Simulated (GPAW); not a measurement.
# BSiH3Cl2 (BCl2(SiH3)), run twice

Wanted: the charge distribution of BSiH3Cl2 (BCl2(SiH3)), RPBE/real-space grid (scalar-relativistic datasets).

The results are computed with GPAW 26.7.0.

2 further runs of the same task are left out: 1 that didn't finish, 1 set aside as unsound or not needed. Runs told in other sessions of the task aren't counted.

## 1. Starting point

The species is BSiH3Cl2 (7 atoms), meant as a singlet with charge 0. SMILES: `[SiH3]B(Cl)Cl`. Geometry: relaxed at GFN2-xTB.

Bond lengths: B1–Cl2 1.723 Å, B1–Cl3 1.722 Å, B1–Si4 1.995 Å, Si4–H5 1.465 Å, Si4–H6 1.465 Å, Si4–H7 1.467 Å. Angles: Cl2–B1–Cl3 116.4°, Cl2–B1–Si4 121.7°, Cl3–B1–Si4 121.9°, B1–Si4–H5 112.4°, B1–Si4–H6 112.3°, B1–Si4–H7 111.2°, H5–Si4–H6 107.4°, H5–Si4–H7 106.6°, H6–Si4–H7 106.6°.

## 2. Try one

molecule.py

```python
import numpy as np
from ase import Atoms
from ase.units import Debye
from gpaw import GPAW

# Set up the molecule
mol = Atoms(['B', 'Cl', 'Cl', 'Si', 'H', 'H', 'H'],
    positions=[[  0.554390,   0.967680,   0.012110],
               [  2.276820,   1.023870,   0.033760],
               [ -0.259470,   2.484680,  -0.035890],
               [ -0.439010,  -0.762310,   0.007960],
               [ -1.760140,  -0.648710,   0.630900],
               [  0.287620,  -1.822410,   0.711320],
               [ -0.660210,  -1.242790,  -1.360160]])
mol.center(vacuum=4.5)

# GPAW settings
dft = GPAW(mode='fd',
           h=0.2,
           xc='RPBE',
           maxiter=90,
           poissonsolver={'name': 'fft'},
           txt='-')
mol.calc = dft

energy = mol.get_potential_energy()
print(f'Energy: {energy:.5f} eV')
forces = mol.get_forces()
print('Forces (eV/Ang)')
for symbol, f in zip(mol.symbols, forces):
    print(f'{symbol:2} {f[0]:9.4f} {f[1]:9.4f} {f[2]:9.4f}')
dipole = mol.get_dipole_moment() / Debye
print(f'Dipole: {np.linalg.norm(dipole):.3f} D')
homo, lumo = dft.get_homo_lumo()
print(f'HOMO                    {homo:.3f} eV')
print(f'LUMO                    {lumo:.3f} eV')
print(f'Gap                     {lumo - homo:.3f} eV')
```

Command:

```sh
$ OMP_NUM_THREADS=1 python molecule.py
```

Standard output:

```text
__  _  _
 | _ |_)|_||  |
 |__||  | ||/\| - 26.7.0

units:  Angstrom and eV
cores:  1
OpenMP: False

Versions:
  Python: 3.12.14
  ASE:    3.29.0
  Numpy:  2.5.5
  Scipy:  1.18.1
  Libxc:  7.0.0

Input parameters:
  mode=FD(),
  h=0.2,
  maxiter=90,
  poissonsolver=PoissonSolver(name='fft'),
  xc=XC(name='RPBE')
Traceback (most recent call last):
NotImplementedError

During handling of the above exception, another exception occurred:

AssertionError
```

Run time: 2 s. Hardware: 1 thread of Intel Xeon at 2.50GHz (Skylake/Cascade Lake), shared host; peak memory 0.2 GiB.

## 3. Reading the log

The program refused the input.

The log says `NotImplementedError`. What is wrong: the Poisson solver doesn't suit an isolated molecule.

## 4. The mended input

calc.py

```python
import numpy as np
from ase import Atoms
from ase.units import Debye
from gpaw import GPAW

# Set up the molecule
molecule = Atoms(["B", "Cl", "Cl", "Si", "H", "H", "H"],
    positions=[[  0.554390,   0.967680,   0.012110],
               [  2.276820,   1.023870,   0.033760],
               [ -0.259470,   2.484680,  -0.035890],
               [ -0.439010,  -0.762310,   0.007960],
               [ -1.760140,  -0.648710,   0.630900],
               [  0.287620,  -1.822410,   0.711320],
               [ -0.660210,  -1.242790,  -1.360160]])
molecule.center(vacuum=4.5)

# Calculator
dft = GPAW(mode="fd", h=0.2, xc="RPBE", maxiter=100, txt="-")
molecule.calc = dft

energy = molecule.get_potential_energy()
print(f"Energy: {energy:.5f} eV")
forces = molecule.get_forces()
print("Forces (eV/Ang)")
for symbol, f in zip(molecule.symbols, forces):
    print(f'{symbol:2} {f[0]:9.4f} {f[1]:9.4f} {f[2]:9.4f}')
dipole = molecule.get_dipole_moment() / Debye
print(f"Dipole: {np.linalg.norm(dipole):.3f} D")
homo, lumo = dft.get_homo_lumo()
print(f"HOMO: {homo:.3f} eV")
print(f"LUMO                    {lumo:.3f} eV")
print(f"Gap                     {lumo - homo:.3f} eV")
```

Command:

```sh
$ python calc.py > calc.log
```

Standard output:

```text
[...]
Number of symmetries: 1
[...]
  Number of IBZ points: 1
[...]
Spin-components: 1 (collinear spins)
Bands:           19
[...]
  Valence electrons: 24.0
[...]
  Grid points: [64 68 56]
  Charge: 0.0  # |e|
[...]
    cutoffs:
[...]
occupation numbers:
  # Zero width
[...]
xc functional:
  name: RPBE with 2 nearest neighbor stencil
[...]
|iter     |     time |      energy | eigst |  dens |
[...]
|iter:   1| 00:00:10 |  -28.112160 | +0.91 |       |
[...]
|iter:  14| 00:01:04 |  -26.803271c| -7.53c| -5.92c|
Converged in 14 steps
[...]
Energy contributions relative to reference atoms: (reference = -33716.562281)
Energy contributions:
  Kinetic:          38.698626
  Coulomb:         -39.721835
  Zero:              0.387818
  External:          0.000000
  Xc:              -26.167881
  Entropy:           0.000000
  Spinorbit:         0.000000
  ----------------------------
  Free energy:     -26.803271
  Extrapolated:    -26.803271
dipole moment: (-0.012524, -0.019499, 0.001085)  # |e|*Ang
Fermi level: -5.158
Eigenvalues  # (at kpt = [0.000, 0.000, 0.000])
| band index |      eig [eV] | occ [0-2] |
|------------|---------------|-----------|
|          0 |       -22.105 |     2.000 |
|        ... |               |           |
|          4 |       -10.873 |     2.000 |
|          5 |        -9.842 |     2.000 |
|          6 |        -9.734 |     2.000 |
|          7 |        -8.579 |     2.000 |
|          8 |        -8.548 |     2.000 |
|          9 |        -8.382 |     2.000 |
|         10 |        -7.763 |     2.000 |
|         11 |        -7.219 |     2.000 |
|         12 |        -3.096 |     0.000 |
|         13 |        -0.572 |     0.000 |
[...]
Gap: 4.123 eV
Transition (v -> c):
[...]
Forces (eV/Ang)
B    -0.0960   -0.2325    0.0011
Cl    1.1496   -0.1696    0.0335
Cl   -0.7298    0.9131    0.0249
Si   -0.1179   -0.1970    0.1222
H    -0.5660    0.1552    0.2735
H     0.4284   -0.4050    0.3287
H    -0.0287   -0.0988   -0.6825
Dipole: 0.111 D
HOMO: -7.219 eV
LUMO                    -3.096 eV
Gap                     4.123 eV
```

It took 66 s on 1 thread of Intel Xeon at 2.50GHz (Skylake/Cascade Lake), shared host; peak memory 0.72 GiB.

## 5. Results

Level: RPBE/real-space grid (scalar-relativistic datasets).

| quantity | value |
| --- | --- |
| energy as printed (from the program's reference atoms) | -26.8033 eV |
| dipole moment | 0.11 D |
| HOMO energy | -7.22 eV |
| LUMO energy | -3.10 eV |
| HOMO–LUMO gap | 4.12 eV |
